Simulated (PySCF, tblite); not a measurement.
# C8H14BF: geometry, infrared bands and NMR shifts

Wanted: the infrared bands and NMR shifts of C8H14BF (`C/C(=C/CF)[C@@H]1BCCC1`), by calculation.

Programs: tblite 0.8.0 and PySCF 2.14.0, with density-fitted response routines of our own. Each step states its level of theory. These are calculated values for one molecule in the gas phase, unless marked as measured. Atoms count from 0, in the outputs and in this text.

## Step 1: Starting geometry

24 atoms, charge 0, multiplicity 1; geometry from: force field or distance geometry start.

Bonds of the start (Å): C0–C1 1.54, C1–C2 1.29, C2–C3 1.47, C3–F4 1.42, C1–C5 1.45, C5–B6 1.62, B6–C7 1.63, C7–C8 1.52, C8–C9 1.51, C9–C5 1.55, C0–H10 1.10, C0–H11 1.11, C0–H12 1.11, C2–H13 1.12, C3–H14 1.09, C3–H15 1.10, C5–H16 1.11, B6–H17 1.21, C7–H18 1.08, C7–H19 1.10, C8–H20 1.10, C8–H21 1.10, C9–H22 1.09, C9–H23 1.09.

## Step 2: Geometry optimisation with GFN2-xTB

The job: settings as JSON, then the geometry in Å.

```
{"job": {"kind": "relax", "xc": "GFN2-xTB", "basis": "xTB"}, "charge": 0, "multiplicity": 1}
C     -1.837900    -1.622600     0.326900
C     -1.235800    -0.224500     0.111100
C     -2.034100     0.647300    -0.398000
C     -1.790700     2.062500    -0.732100
F     -2.745900     2.790100     0.016900
C      0.142100    -0.100200     0.540800
B      1.004400     1.059000    -0.197600
C      2.454800     0.691400     0.452100
C      2.444400    -0.799400     0.147300
C      1.018900    -1.262000    -0.005300
H     -1.280700    -2.157500     1.109800
H     -1.769200    -2.155100    -0.648000
H     -2.901300    -1.495900     0.623500
H     -3.062900     0.287100    -0.636900
H     -0.848300     2.504900    -0.417900
H     -1.911000     2.291200    -1.798600
H      0.335300    -0.000800     1.632800
H      0.882400     1.230900    -1.389100
H      3.252000     1.255100    -0.010600
H      2.323400     0.810800     1.537500
H      2.990500    -0.962000    -0.798700
H      2.953200    -1.304600     0.988000
H      0.762600    -1.382500    -1.062700
H      0.842300    -2.143500     0.616600
```

Run with:

```console
$ OMP_NUM_THREADS=1 python probes_run.py task.json out
```

This one command runs all jobs of the session in turn.

**Question.** This job is followed by: GFN2-xTB harmonic vibrations, gas phase; GIAO PBE0/pcSseg-1 NMR shielding, non-relativistic, gas phase. Predict these results of the whole session: strongest single infrared mode (GFN2-xTB); zero-point energy (GFN2-xTB); 13C shifts against TMS (PBE0/pcSseg-1); 1H shifts against TMS (PBE0/pcSseg-1, means over atoms taken as alike); 19F shifts against CFCl3 (PBE0/pcSseg-1); 11B shifts against BF3·OEt2 (PBE0/pcSseg-1).

As calculated:

| quantity | value |
| --- | --- |
| strongest single infrared mode (GFN2-xTB) | 2680 cm⁻¹, 126 km/mol |
| zero-point energy (GFN2-xTB) | 126.3 kcal/mol |
| 13C shifts against TMS (PBE0/pcSseg-1) | 145.8, 129.6, 85.6, 57.1, 35.4, 34.9, 30.5, 28.2 ppm |
| 1H shifts against TMS (PBE0/pcSseg-1, means over atoms taken as alike) | 8.30, 5.80, 5.58, 5.55, 2.24, 2.06, 2.02, 1.72, 1.71, 1.66, 1.56, 1.09 ppm |
| 19F shifts against CFCl3 (PBE0/pcSseg-1) | -259.7 ppm |
| 11B shifts against BF3·OEt2 (PBE0/pcSseg-1) | 97.6 ppm |

What this shows: Over 206 steps the energy fell by 1.436 eV; of the close pairs, B6–C7 changed most, 1.631 to 1.571 Å. All 66 modes are real, so the xTB geometry is a minimum. The strongest single mode, at 2680 cm⁻¹, moves mainly H17. Unscaled tight-binding wavenumbers are off by several per cent, some by more. Its intensities can rank the bands wrongly. At PBE0/pcSseg-1: Shielding is most anisotropic at C1 (span 231 ppm, paramagnetic term -220 ppm).
